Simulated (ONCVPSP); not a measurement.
# Pm: generating and testing an ONCV potential

Aim: build the potential from the settings below, then test how well it stands in for the atom: other configurations, scattering, ghost states and the plane-wave cutoff that it needs.

Method: ONCVPSP 4.0.1, PBE, scalar-relativistic.

## Step 1: Starting point

The settings as typed:

* element: promethium (Pm, Z = 61)
* type: optimised norm-conserving Vanderbilt (ONCV)
* frozen core: [Kr] 4d10 5s2
* valence charge: 13
* reference configuration: 4f5 5p6 6s2
* partial waves: 6s: rc 3.15 bohr, ncon 5, nbas 8, qcut 2.1 1/bohr, 3 projectors, debl 0.7 Ha; 5p: rc 1.95 bohr, ncon 4, nbas 7, qcut 7 1/bohr, 2 projectors, debl 1.1 Ha; d scattering state at 0.07 Ha: rc 2.70 bohr, ncon 4, nbas 7, qcut 3 1/bohr, 2 projectors, debl 2.4 Ha; 4f: rc 1.05 bohr, ncon 4, nbas 8, qcut 13.4 1/bohr, 2 projectors, debl 1.4 Ha
* local potential: polynomial inside 1.00 bohr (lpopt 1, dvloc0 0 Ha)
* core correction: Teter function, fcfact 5, rcfact 1.05

The outer shells as boxes (Hund's rule for the drawing; the calculation is spin-unpolarised):

```
[Kr] core
4d [↑↓][↑↓][↑↓][↑↓][↑↓]
5s [↑↓]
4f [↑ ][↑ ][↑ ][↑ ][↑ ][  ][  ]
5p [↑↓][↑↓][↑↓]
6s [↑↓]
```

The nodes and maxima of the atom's own shells, from an earlier all-electron run, set the scale for the radii.

All-electron outer shells of the reference configuration (PBE, scalar-relativistic, ld1.x):

```csv
shell,level (eV),outermost node (bohr),outermost maximum (bohr)
5p,-22.67,0.75,1.46
6s,-3.54,1.74,3.72
4f,-2.15,–,0.64
5d,-1.80,0.86,2.20
6p,-1.22,2.10,5.02
```

## Step 2: Generation

Pm.dat reads:

```
# ATOM AND REFERENCE CONFIGURATION
# atsym  z   nc   nv     iexc    psfile
  Pm 61.00   10    3        4      upf
#
#   n    l    f
    1    0    2.00
    2    0    2.00
    2    1    6.00
    3    0    2.00
    3    1    6.00
    3    2   10.00
    4    0    2.00
    4    1    6.00
    4    2   10.00
    5    0    2.00
    4    3    5.00
    5    1    6.00
    6    0    2.00
#
# PSEUDOPOTENTIAL AND OPTIMIZATION
# lmax
    3
#
#   l,   rc,      ep,       ncon, nbas, qcut
    0    3.15    0.00    5    8    2.10
    1    1.95    0.00    4    7    7.00
    2    2.70    0.07    4    7    3.00
    3    1.05    0.00    4    8   13.40
#
# LOCAL POTENTIAL
# lloc, lpopt,  rc(5),   dvloc0
    4    1    1.00    0.00
#
# VANDERBILT-KLEINMAN-BYLANDER PROJECTORs
# l, nproj, debl
    0    3    0.70
    1    2    1.10
    2    2    2.40
    3    2    1.40
#
# MODEL CORE CHARGE
# icmod, fcfact, rcfact
    3    5.00    1.05
#
# LOG DERIVATIVE ANALYSIS
# epsh1, epsh2, depsh
   -2.00    5.00    0.02
#
# OUTPUT GRID
# rlmax, drl
    6.00    0.01
#
# TEST CONFIGURATIONS
# ncnf
    4
# nvcnf
#   n    l    f
    3
    4    3    5.00
    5    1    6.00
    6    0    1.00
#
    3
    4    3    5.00
    5    1    6.00
    6    0    0.00
#
    3
    4    3    4.00
    5    1    6.00
    6    0    0.00
#
    4
    4    3    5.00
    5    1    6.00
    6    0    0.00
    6    1    2.00
#
```

On the command line:

```sh
$ oncvpsp.x < Pm.dat > Pm.out
```

What does the calculation give? Wanted: cutoffs for 1 and 0.1 mHa per electron, occupied waves; bound ghosts; GHOST(+) flags; largest phase difference near zero energy, channels read; rms error of d²Exc/dn², without and with the model core; projector energies reset by the program.

**Answer**, as computed:

```
                                                quantity                           value
  cutoffs for 1 and 0.1 mHa per electron, occupied waves               107 Ha and 253 Ha
                                            bound ghosts  s at -44.95 eV, s at -41.08 eV
                                          GHOST(+) flags         p at 112 eV, d at 36 eV
largest phase difference near zero energy, channels read                       0.001 rad
 rms error of d²Exc/dn², without and with the model core              12.06 and 7.57 mHa
                 projector energies reset by the program              d: 0.050, 2.450 Ha
```

A bound ghost (s) makes it unfit for use: electrons can fall into a state that the atom doesn't have. Close by lies the frozen 5s level (-41.9 eV). It counts as very hard, with 107 Ha needed at the looser tolerance. At the looser tolerance the 4f wave is the slowest; 5p needs 16 Ha. Near zero energy the phases of the channels with partial waves agree within 0.001 rad. The program also flags highly localised states, GHOST(+) (p, d).
